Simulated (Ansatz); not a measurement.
The system is VWC2.

```
CELL_PARAMETERS angstrom
1.51704 0.87586 4.93389
-1.51704 0.87586 4.93389
0.00000 -1.75173 4.93389
ATOMIC_POSITIONS crystal
W 0.00000 0.00000 0.00000
V 0.50000 0.50000 0.50000
C 0.24649 0.24649 0.24649
C 0.75351 0.75351 0.75351
```

The cell comes from a database or a generator and needn't be the stable form of this composition.

Base run:

| Item | Value |
| --- | --- |
| Program | Ansatz 0.2.0 |
| Functional | PBE |
| Potentials or basis | Ansatz PAW |
| Cutoff | 420 eV (not typed: the program's choice for these potentials) |
| k mesh | 9 × 9 × 9 |
| Occupations | fermi-dirac, width 0.05 eV |
| Spin | collinear spin, ferromagnetic start |
| Starting moments | [0.0, 4.0, 0.0, 0.0] μB |
| Fixed moment | 4 μB |

Its results: pressure 20.8 GPa; site moments W +0.66; V +1.57; C +0.30 μB; largest force 0.760 eV/Å.

Task: The run is repeated on the same cell with these changes: fixed moment from 4 μB to 1 μB; moments at the start from [0.0, 4.0, 0.0, 0.0] to [0.0, 1.0, 0.0, 0.0]. What comes out?

Result: Pressure -0.2 GPa; site moments W +0.11; V +0.64; C +0.00 μB; largest force 0.167 eV/Å.

Caveats: the total moment is fixed, so each spin has its own Fermi level; the thresholds are loose for stress.
